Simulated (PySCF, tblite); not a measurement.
**5-bromo-2-furoic acid (C₅H₃BrO₃): a rotation path, then NMR shifts on frames**

How do NMR shifts of 5-bromo-2-furoic acid (C₅H₃BrO₃) (`O=C(O)c1ccc(Br)o1`) change as the atoms move?

Computed with tblite 0.8.0 and PySCF 2.14.0, with density-fitted response routines of our own, on a single molecule in the gas phase. Atoms are numbered from 0 throughout.

## Step 1: Starting geometry

12 atoms, charge 0, multiplicity 1; geometry from: GFN2-xTB.

Bonds of the start (Å): O0–C1 1.20, C1–O2 1.34, C1–C3 1.46, C3–C4 1.38, C4–C5 1.41, C5–C6 1.37, C6–Br7 1.86, C6–O8 1.33, O8–C3 1.35, O2–H9 0.97, C4–H10 1.07, C5–H11 1.07.

## Step 2: A band between two rotamers with GFN2-xTB

What the job is given:

```
{"job": {"kind": "neb", "xc": "GFN2-xTB", "basis": "xTB", "atoms": [8, 3, 1, 2], "turn": 180}, "charge": 0, "multiplicity": 1}
O      2.182392    -0.818477    -1.459694
C      1.726423    -0.233434    -0.514113
O      2.486263     0.397895     0.396756
C      0.303662    -0.105190    -0.191489
C     -0.327829     0.533058     0.850966
C     -1.707927     0.334405     0.664513
C     -1.806068    -0.410992    -0.480096
Br    -3.300517    -1.069314    -1.367579
O     -0.612934    -0.681841    -1.003537
H      3.422887     0.299012     0.162044
H      0.150607     1.071546     1.642303
H     -2.515761     0.682647     1.273900
```

With the program's defaults for keys left out, this is: GFN2-xTB climbing-image nudged elastic band, gas phase.

Command:

```sh
$ OMP_NUM_THREADS=1 python probes_run.py task.json out
```

One launch serves the whole session: the jobs run in the order shown.

The log of the run:

```text
image   E - E0 / eV
  0       0.0000
  1       0.0340
  2       0.1192
  3       0.2103
  4       0.2462
  5       0.1990
  6       0.1003
  7       0.0125
  8      -0.0231
```

It took 8 s on 1 thread of Intel Xeon at 2.50GHz, shared host; peak memory 0.18 GiB.

The final band, with the dihedral O8–C3–C1–O2:

| image | dihedral (°) | energy (eV) | energy (kcal/mol) |
| --- | --- | --- | --- |
| 0 | -180 | 0.000 | 0.0 |
| 1 | -159 | 0.034 | 0.8 |
| 2 | -137 | 0.119 | 2.7 |
| 3 | -114 | 0.210 | 4.8 |
| 4 | -90 | 0.246 | 5.7 |
| 5 | -67 | 0.199 | 4.6 |
| 6 | -44 | 0.100 | 2.3 |
| 7 | -22 | 0.012 | 0.3 |
| 8 | 0 | -0.023 | -0.5 |

## Step 3: NMR shieldings: image 0, PBE0/pcSseg-1

What the job is given:

```
{"job": {"kind": "nmr", "xc": "PBE0", "basis": "pcSseg-1", "pop": false}, "charge": 0, "multiplicity": 1}
O      2.182400    -0.818500    -1.459700
C      1.726400    -0.233400    -0.514100
O      2.486300     0.397900     0.396800
C      0.303700    -0.105200    -0.191500
C     -0.327800     0.533100     0.851000
C     -1.707900     0.334400     0.664500
C     -1.806100    -0.411000    -0.480100
Br    -3.300500    -1.069300    -1.367600
O     -0.612900    -0.681800    -1.003500
H      3.422900     0.299000     0.162000
H      0.150600     1.071500     1.642300
H     -2.515800     0.682600     1.273900
```

Level: GIAO PBE0/pcSseg-1 NMR shielding, non-relativistic, gas phase.

The log of the run:

```text
coarse grid: 56192 points
cycle   1  E = -2990.8747975912  dE =  8.782e-01  |g| = 1.228e+00  |ddm| = 3.750e+00
cycle   2  E = -2990.4525940128  dE =  4.222e-01  |g| = 1.841e+00  |ddm| = 2.339e+00
cycle   3  E = -2991.0466724473  dE = -5.941e-01  |g| = 4.396e-01  |ddm| = 1.830e+00
cycle   4  E = -2991.0763636406  dE = -2.969e-02  |g| = 1.685e-01  |ddm| = 3.997e-01
cycle   5  E = -2991.0811155762  dE = -4.752e-03  |g| = 3.746e-02  |ddm| = 1.244e-01
cycle   6  E = -2991.0813288167  dE = -2.132e-04  |g| = 1.443e-02  |ddm| = 3.907e-02
cycle   7  E = -2991.0813717310  dE = -4.291e-05  |g| = 4.561e-03  |ddm| = 1.479e-02
cycle   8  E = -2991.0813756951  dE = -3.964e-06  |g| = 1.089e-03  |ddm| = 4.081e-03
final grid: 118856 points
cycle   9  E = -2991.0814378029  dE =  3.995e-07  |g| = 1.864e-03  |ddm| = 3.198e-03
cycle  10  E = -2991.0814361414  dE =  1.662e-06  |g| = 3.484e-03  |ddm| = 4.194e-03
cycle  11  E = -2991.0814384701  dE = -2.329e-06  |g| = 3.991e-04  |ddm| = 2.720e-03
cycle  12  E = -2991.0814385015  dE = -3.142e-08  |g| = 3.438e-05  |ddm| = 3.451e-04
cycle  13  E = -2991.0814385018  dE = -2.165e-10  |g| = 1.371e-05  |ddm| = 3.716e-05
converged SCF energy = -2991.0814385018

GIAO shielding tensors (ppm)
atom      isotropic    diamagn.    paramagn.     s11        s22        s33       span
  0 O      -76.352     399.949    -476.301   -298.413   -220.488    289.843    588.256
  1 C       26.145     245.166    -219.022    -75.755     76.082     78.108    153.863
  2 O      141.825     391.531    -249.705      6.947    150.900    267.630    260.683
  3 C       36.178     252.389    -216.211    -20.153     32.987     95.701    115.854
  4 C       57.253     250.983    -193.730    -24.888     36.074    160.573    185.461
  5 C       65.491     252.853    -187.362    -16.692     65.913    147.252    163.944
  6 C       34.144     249.485    -215.341    -34.203     65.547     71.087    105.290
  7 Br    2039.696    3119.377   -1079.681   1449.895   1786.559   2882.633   1432.738
  8 O       13.118     396.499    -383.380   -115.230    -61.218    215.803    331.033
  9 H       25.684      28.635      -2.951     20.676     22.106     34.271     13.595
 10 H       24.163      31.658      -7.496     21.528     24.668     26.292      4.765
 11 H       24.934      30.688      -5.753     21.618     24.755     28.430      6.812
```

Wall time 66 s (1 thread of Intel Xeon at 2.50GHz, shared host); peak memory 0.82 GiB.

Shifts follow as δ = σ(reference) − σ, with reference shieldings (ppm) from runs at the same level and on the same kind of geometry: ¹H TMS 31.72, ¹³C TMS 186.9, ¹⁷O H2O 336.1, ⁷⁹Br HBr 2622. The references are single molecules in the gas phase, so shifts against H2O, NH3, PH3, H3PO4 or CFCl3 are not on the usual liquid scales and can be off by tens of ppm. Each atom is listed at this fixed geometry, with no averaging over motion; a spectrum would average atoms that exchange fast.

```
atoms                                          environment  σ (ppm)  δ (ppm)
   C1                               carboxylic acid carbon     26.1    160.8
   C6                      aromatic carbon bearing bromine     34.1    152.8
   C3  substituted aromatic carbon next to the ring oxygen     36.2    150.7
   C4                                          aromatic CH     57.3    129.7
   C5                                          aromatic CH     65.5    121.4
  H10                           hydrogen on an aromatic CH    24.16     7.55
  H11                           hydrogen on an aromatic CH    24.93     6.78
   H9                  hydrogen on an acid hydroxyl oxygen    25.68     6.03
   O0                                      carbonyl oxygen    -76.4    412.4
   O8                                 aromatic ring oxygen     13.1    323.0
   O2                                 acid hydroxyl oxygen    141.8    194.3
  Br7                                  bromine bonded to C     2040      582
```

Ring of atoms C3, C4, C5, C6, O8: NICS(0) -11.5, NICS(1) -9.9, NICS(1)zz -23.3 ppm (means of both faces).

## Step 4: Shielding tensors: image 2, PBE0/pcSseg-1

What the job is given:

```
{"job": {"kind": "nmr", "xc": "PBE0", "basis": "pcSseg-1", "pop": false}, "charge": 0, "multiplicity": 1}
O      2.196800    -0.035800    -1.665100
C      1.737000    -0.079000    -0.558600
O      2.481500    -0.178200     0.549800
C      0.300100    -0.021400    -0.216000
C     -0.352500     0.693300     0.755000
C     -1.722200     0.381000     0.626700
C     -1.788400    -0.506000    -0.409900
Br    -3.243900    -1.402800    -1.143500
O     -0.584400    -0.747000    -0.935600
H      3.423400    -0.234300     0.318600
H      0.094700     1.377500     1.445600
H     -2.541000     0.751900     1.206800
```

With the program's defaults for keys left out, this is: GIAO PBE0/pcSseg-1 NMR shielding, non-relativistic, gas phase.

The log of the run:

```text
coarse grid: 56192 points
cycle   1  E = -2990.8699360130  dE =  8.751e-01  |g| = 1.223e+00  |ddm| = 3.728e+00
cycle   2  E = -2990.4649789868  dE =  4.050e-01  |g| = 1.823e+00  |ddm| = 2.095e+00
cycle   3  E = -2991.0398786467  dE = -5.749e-01  |g| = 4.348e-01  |ddm| = 1.619e+00
cycle   4  E = -2991.0686933596  dE = -2.881e-02  |g| = 1.701e-01  |ddm| = 3.758e-01
cycle   5  E = -2991.0735445534  dE = -4.851e-03  |g| = 3.493e-02  |ddm| = 1.169e-01
cycle   6  E = -2991.0737258680  dE = -1.813e-04  |g| = 1.251e-02  |ddm| = 3.427e-02
cycle   7  E = -2991.0737569076  dE = -3.104e-05  |g| = 4.307e-03  |ddm| = 1.344e-02
cycle   8  E = -2991.0737606421  dE = -3.734e-06  |g| = 1.146e-03  |ddm| = 3.945e-03
final grid: 118856 points
cycle   9  E = -2991.0738184616  dE =  5.108e-07  |g| = 2.020e-03  |ddm| = 2.897e-03
cycle  10  E = -2991.0738163431  dE =  2.119e-06  |g| = 3.863e-03  |ddm| = 4.469e-03
cycle  11  E = -2991.0738192633  dE = -2.920e-06  |g| = 3.813e-04  |ddm| = 2.884e-03
cycle  12  E = -2991.0738192921  dE = -2.870e-08  |g| = 3.777e-05  |ddm| = 3.249e-04
cycle  13  E = -2991.0738192923  dE = -2.624e-10  |g| = 1.314e-05  |ddm| = 3.656e-05
converged SCF energy = -2991.0738192923

GIAO shielding tensors (ppm)
atom      isotropic    diamagn.    paramagn.     s11        s22        s33       span
  0 O     -105.914     399.730    -505.644   -352.403   -245.140    279.802    632.205
  1 C       22.834     245.199    -222.365    -82.723     72.553     78.672    161.395
  2 O      124.387     391.243    -266.856    -16.615    142.511    247.266    263.881
  3 C       34.629     253.298    -218.669    -29.947     30.063    103.770    133.717
  4 C       62.125     251.249    -189.124    -19.483     45.658    160.199    179.682
  5 C       66.388     252.698    -186.310    -17.361     68.244    148.281    165.642
  6 C       38.026     249.418    -211.392    -30.500     69.736     74.842    105.341
  7 Br    2055.147    3119.434   -1064.287   1466.490   1799.135   2899.816   1433.326
  8 O       15.691     396.817    -381.127   -104.535    -57.990    209.597    314.132
  9 H       25.334      28.570      -3.236     19.790     22.309     33.902     14.112
 10 H       24.545      31.559      -7.014     22.194     25.134     26.306      4.112
 11 H       24.959      30.725      -5.766     21.723     24.775     28.378      6.656
```

Wall time 68 s (1 thread of Intel Xeon at 2.50GHz, shared host); peak memory 0.93 GiB.

Key values: δ C1 164.1, C3 152.3, C6 148.9, C4 124.8, H10 7.17, H11 6.76 ppm.

## Step 5: Shielding tensors: image 4, PBE0/pcSseg-1

What the job is given:

```
{"job": {"kind": "nmr", "xc": "PBE0", "basis": "pcSseg-1", "pop": false}, "charge": 0, "multiplicity": 1}
O      2.290600     0.687600    -1.369700
C      1.767900     0.055800    -0.498100
O      2.423400    -0.741300     0.343100
C      0.305300     0.071100    -0.181700
C     -0.412400     0.869000     0.661600
C     -1.756300     0.431500     0.575200
C     -1.738200    -0.597900    -0.316300
Br    -3.111700    -1.678200    -0.959200
O     -0.502200    -0.828700    -0.782100
H      3.374900    -0.755800     0.144500
H     -0.031300     1.666900     1.264400
H     -2.608700     0.819300     1.092200
```

Level: GIAO PBE0/pcSseg-1 NMR shielding, non-relativistic, gas phase.

The log of the run:

```text
coarse grid: 56192 points
cycle   1  E = -2990.8626654098  dE =  8.741e-01  |g| = 1.222e+00  |ddm| = 3.717e+00
cycle   2  E = -2990.4591094252  dE =  4.036e-01  |g| = 1.824e+00  |ddm| = 1.968e+00
cycle   3  E = -2991.0307795407  dE = -5.717e-01  |g| = 4.406e-01  |ddm| = 1.524e+00
cycle   4  E = -2991.0606337654  dE = -2.985e-02  |g| = 1.745e-01  |ddm| = 3.716e-01
cycle   5  E = -2991.0657468041  dE = -5.113e-03  |g| = 3.243e-02  |ddm| = 1.100e-01
cycle   6  E = -2991.0658974609  dE = -1.507e-04  |g| = 9.581e-03  |ddm| = 2.728e-02
cycle   7  E = -2991.0659140436  dE = -1.658e-05  |g| = 2.966e-03  |ddm| = 1.056e-02
cycle   8  E = -2991.0659158013  dE = -1.758e-06  |g| = 1.137e-03  |ddm| = 3.034e-03
final grid: 118856 points
cycle   9  E = -2991.0659852501  dE =  6.888e-07  |g| = 2.105e-03  |ddm| = 2.899e-03
cycle  10  E = -2991.0659825446  dE =  2.706e-06  |g| = 4.066e-03  |ddm| = 4.860e-03
cycle  11  E = -2991.0659862515  dE = -3.707e-06  |g| = 2.960e-04  |ddm| = 3.148e-03
cycle  12  E = -2991.0659862670  dE = -1.550e-08  |g| = 4.937e-05  |ddm| = 2.316e-04
cycle  13  E = -2991.0659862675  dE = -4.543e-10  |g| = 6.815e-06  |ddm| = 4.054e-05
converged SCF energy = -2991.0659862675

GIAO shielding tensors (ppm)
atom      isotropic    diamagn.    paramagn.     s11        s22        s33       span
  0 O     -141.507     399.743    -541.250   -409.488   -276.426    261.391    670.879
  1 C       19.909     245.390    -225.481    -89.170     70.234     78.665    167.835
  2 O      112.140     390.601    -278.461    -42.896    149.890    229.426    272.322
  3 C       34.222     254.038    -219.816    -39.923     33.881    108.707    148.630
  4 C       68.671     251.434    -182.763    -10.167     56.297    159.884    170.051
  5 C       67.363     252.467    -185.104    -18.434     71.171    149.353    167.787
  6 C       42.307     249.124    -206.816    -25.771     71.470     81.223    106.993
  7 Br    2074.157    3119.484   -1045.328   1488.447   1813.594   2920.429   1431.982
  8 O       20.667     396.934    -376.266    -90.835    -52.041    204.878    295.713
  9 H       24.933      28.345      -3.412     18.925     22.340     33.534     14.609
 10 H       24.949      31.498      -6.549     22.714     25.542     26.590      3.876
 11 H       24.976      30.719      -5.744     21.827     24.745     28.355      6.527
```

It took 66 s on 1 thread of Intel Xeon at 2.50GHz, shared host; peak memory 1.1 GiB.

Key values: δ C1 167.0, C3 152.7, C6 144.6, C5 119.6, H9 6.78, H10 6.77 ppm.

## Step 6: Nuclear shieldings: image 6, PBE0/pcSseg-1

What the job is given:

```
{"job": {"kind": "nmr", "xc": "PBE0", "basis": "pcSseg-1", "pop": false}, "charge": 0, "multiplicity": 1}
O      2.423000     1.082500    -0.667700
C      1.787200     0.118200    -0.338200
O      2.323600    -1.082200    -0.110900
C      0.328000     0.114900    -0.108100
C     -0.471100     1.006200     0.560000
C     -1.783100     0.490000     0.494700
C     -1.674000    -0.669700    -0.218100
Br    -2.973500    -1.883800    -0.765000
O     -0.411700    -0.916500    -0.575600
H      3.282500    -1.062500    -0.260900
H     -0.150400     1.898200     1.056900
H     -2.679200     0.904200     0.906900
```

With the program's defaults for keys left out, this is: GIAO PBE0/pcSseg-1 NMR shielding, non-relativistic, gas phase.

The log of the run:

```text
coarse grid: 56192 points
cycle   1  E = -2990.8718573547  dE =  8.763e-01  |g| = 1.222e+00  |ddm| = 3.732e+00
cycle   2  E = -2990.4574876447  dE =  4.144e-01  |g| = 1.829e+00  |ddm| = 2.230e+00
cycle   3  E = -2991.0387792776  dE = -5.813e-01  |g| = 4.457e-01  |ddm| = 1.753e+00
cycle   4  E = -2991.0695735039  dE = -3.079e-02  |g| = 1.753e-01  |ddm| = 3.977e-01
cycle   5  E = -2991.0746310691  dE = -5.058e-03  |g| = 3.549e-02  |ddm| = 1.141e-01
cycle   6  E = -2991.0747986925  dE = -1.676e-04  |g| = 1.279e-02  |ddm| = 3.017e-02
cycle   7  E = -2991.0748291707  dE = -3.048e-05  |g| = 4.275e-03  |ddm| = 1.313e-02
cycle   8  E = -2991.0748326072  dE = -3.436e-06  |g| = 1.139e-03  |ddm| = 3.971e-03
final grid: 118856 points
cycle   9  E = -2991.0748950981  dE =  5.021e-07  |g| = 1.933e-03  |ddm| = 3.220e-03
cycle  10  E = -2991.0748930067  dE =  2.091e-06  |g| = 3.655e-03  |ddm| = 4.830e-03
cycle  11  E = -2991.0748959105  dE = -2.904e-06  |g| = 4.294e-04  |ddm| = 3.140e-03
cycle  12  E = -2991.0748959460  dE = -3.556e-08  |g| = 3.999e-05  |ddm| = 3.526e-04
cycle  13  E = -2991.0748959463  dE = -3.070e-10  |g| = 1.321e-05  |ddm| = 4.125e-05
converged SCF energy = -2991.0748959463

GIAO shielding tensors (ppm)
atom      isotropic    diamagn.    paramagn.     s11        s22        s33       span
  0 O     -102.223     400.741    -502.964   -333.300   -236.612    263.244    596.544
  1 C       22.610     244.587    -221.976    -80.406     68.877     79.360    159.766
  2 O      126.011     390.296    -264.285    -18.711    157.847    238.896    257.606
  3 C       34.201     253.689    -219.488    -33.155     32.200    103.558    136.713
  4 C       62.046     251.034    -188.988    -20.389     45.381    161.147    181.536
  5 C       65.978     252.839    -186.861    -17.988     67.548    148.373    166.361
  6 C       39.109     248.899    -209.790    -28.030     68.270     77.086    105.116
  7 Br    2057.634    3119.523   -1061.889   1469.788   1797.624   2905.490   1435.702
  8 O       16.471     397.263    -380.792   -102.552    -57.367    209.331    311.882
  9 H       25.236      28.379      -3.144     19.719     22.234     33.754     14.035
 10 H       24.471      31.487      -7.016     22.244     25.155     26.015      3.770
 11 H       24.935      30.763      -5.828     21.734     24.695     28.375      6.641
```

Run time: 69 s. Hardware: 1 thread of Intel Xeon at 2.50GHz, shared host; peak memory 0.94 GiB.

In short: δ C1 164.3, C3 152.7, C6 147.8, C4 124.9, H10 7.25, H11 6.78 ppm.

## Step 7: Shielding tensors: image 8, PBE0/pcSseg-1

What the job is given:

```
{"job": {"kind": "nmr", "xc": "PBE0", "basis": "pcSseg-1", "pop": false}, "charge": 0, "multiplicity": 1}
O      2.495800     1.013800     0.163800
C      1.799300     0.078100    -0.139100
O      2.276800    -1.068000    -0.633400
C      0.342700     0.073900    -0.004900
C     -0.493100     1.061300     0.462900
C     -1.800800     0.549300     0.380400
C     -1.655300    -0.712100    -0.131400
Br    -2.922700    -2.014500    -0.522200
O     -0.379900    -1.011800    -0.368100
H      3.243200    -1.023700    -0.704500
H     -0.187400     2.023800     0.816900
H     -2.717300     1.029100     0.653600
```

Level: GIAO PBE0/pcSseg-1 NMR shielding, non-relativistic, gas phase.

The log of the run:

```text
coarse grid: 56192 points
cycle   1  E = -2990.8762458819  dE =  8.820e-01  |g| = 1.227e+00  |ddm| = 3.749e+00
cycle   2  E = -2990.4300232230  dE =  4.462e-01  |g| = 1.862e+00  |ddm| = 2.580e+00
cycle   3  E = -2991.0439863553  dE = -6.140e-01  |g| = 4.566e-01  |ddm| = 2.077e+00
cycle   4  E = -2991.0767968603  dE = -3.281e-02  |g| = 1.772e-01  |ddm| = 4.361e-01
cycle   5  E = -2991.0818889333  dE = -5.092e-03  |g| = 3.871e-02  |ddm| = 1.206e-01
cycle   6  E = -2991.0820822787  dE = -1.933e-04  |g| = 1.548e-02  |ddm| = 3.410e-02
cycle   7  E = -2991.0821292412  dE = -4.696e-05  |g| = 4.663e-03  |ddm| = 1.538e-02
cycle   8  E = -2991.0821333843  dE = -4.143e-06  |g| = 1.156e-03  |ddm| = 4.508e-03
final grid: 118856 points
cycle   9  E = -2991.0821620983  dE =  4.125e-07  |g| = 1.856e-03  |ddm| = 3.343e-03
cycle  10  E = -2991.0821604458  dE =  1.653e-06  |g| = 3.360e-03  |ddm| = 4.699e-03
cycle  11  E = -2991.0821628201  dE = -2.374e-06  |g| = 4.742e-04  |ddm| = 3.041e-03
cycle  12  E = -2991.0821628632  dE = -4.314e-08  |g| = 3.694e-05  |ddm| = 4.025e-04
cycle  13  E = -2991.0821628635  dE = -2.533e-10  |g| = 1.270e-05  |ddm| = 3.778e-05
converged SCF energy = -2991.0821628635

GIAO shielding tensors (ppm)
atom      isotropic    diamagn.    paramagn.     s11        s22        s33       span
  0 O      -61.592     401.767    -463.359   -246.909   -209.352    271.484    518.393
  1 C       25.514     243.679    -218.165    -72.410     72.151     76.800    149.211
  2 O      137.122     389.914    -252.792      0.109    163.679    247.577    247.468
  3 C       35.594     253.406    -217.811    -24.785     36.973     94.595    119.380
  4 C       56.152     250.847    -194.695    -30.280     35.688    163.048    193.328
  5 C       64.925     253.116    -188.190    -17.404     64.258    147.922    165.326
  6 C       36.270     248.861    -212.591    -29.787     67.440     71.156    100.943
  7 Br    2043.750    3119.533   -1075.783   1457.479   1781.789   2891.982   1434.504
  8 O       15.169     397.330    -382.161   -112.869    -55.807    214.184    327.052
  9 H       25.505      28.260      -2.755     20.660     21.917     33.938     13.278
 10 H       23.958      31.731      -7.773     21.398     24.649     25.827      4.429
 11 H       24.874      30.795      -5.920     21.583     24.665     28.375      6.793
```

Run time: 69 s. Hardware: 1 thread of Intel Xeon at 2.50GHz, shared host; peak memory 0.94 GiB.

This run: δ C1 161.4, C3 151.3, C6 150.7, C4 130.8, H10 7.76, H11 6.84 ppm.

## Step 8: Side by side: NMR shifts

Shifts (ppm) of some atoms, chosen among heavy atoms and hydrogens apart, with basis size and wall time:

```
  frame     C6     C4   H10    H9     O0     O2  Br7  functions  time
image 0  152.8  129.7  7.55  6.03  412.4  194.3  582        192  66 s
image 2  148.9  124.8  7.17  6.38  442.0  211.7  567        192  68 s
image 4  144.6  118.3  6.77  6.78  477.6  223.9  548        192  66 s
image 6  147.8  124.9  7.25  6.48  438.3  210.1  564        192  69 s
image 8  150.7  130.8  7.76  6.21  397.7  199.0  578        192  69 s
```

## Step 9: Results

```
                                        quantity                                  value
                        lowest and highest image                    -0.023 and 0.246 eV
 ¹³C shifts against TMS (PBE0/pcSseg-1, image 0)  160.8, 152.8, 150.7, 129.7, 121.4 ppm
  ¹H shifts against TMS (PBE0/pcSseg-1, image 0)                   7.55, 6.78, 6.03 ppm
 ¹⁷O shifts against H2O (PBE0/pcSseg-1, image 0)                412.4, 323.0, 194.3 ppm
⁷⁹Br shifts against HBr (PBE0/pcSseg-1, image 0)                                582 ppm
                        range of the shift of O0                     397.7 to 477.6 ppm
```

What this shows: The band dips 0.5 kcal/mol below its start, so the start is not the lowest point of the turn; from the lowest image the climb to the highest is 6.2 kcal/mol (GFN2-xTB, rough). C6 stands next to heavy halogen, whose spin-orbit shielding this run leaves out, so the computed shift lies too far downfield, most of all for carbon beside Br or I. Shifts at one fixed geometry are not the observed spectrum, which averages over the motion. In the first frame run (image 0): The largest span, 1433 ppm, is at Br7, where the paramagnetic term is -1080 ppm. NICS(1)zz of -23 ppm above the planar ring from C3 marks a diatropic (aromatic) ring current. Across the 5 runs the shift of O0 moves most, between 397.7 (image 8) and 477.6 ppm (image 4). Spin-orbit coupling is left out, which matters for shieldings and couplings at and beside the heavy atoms.
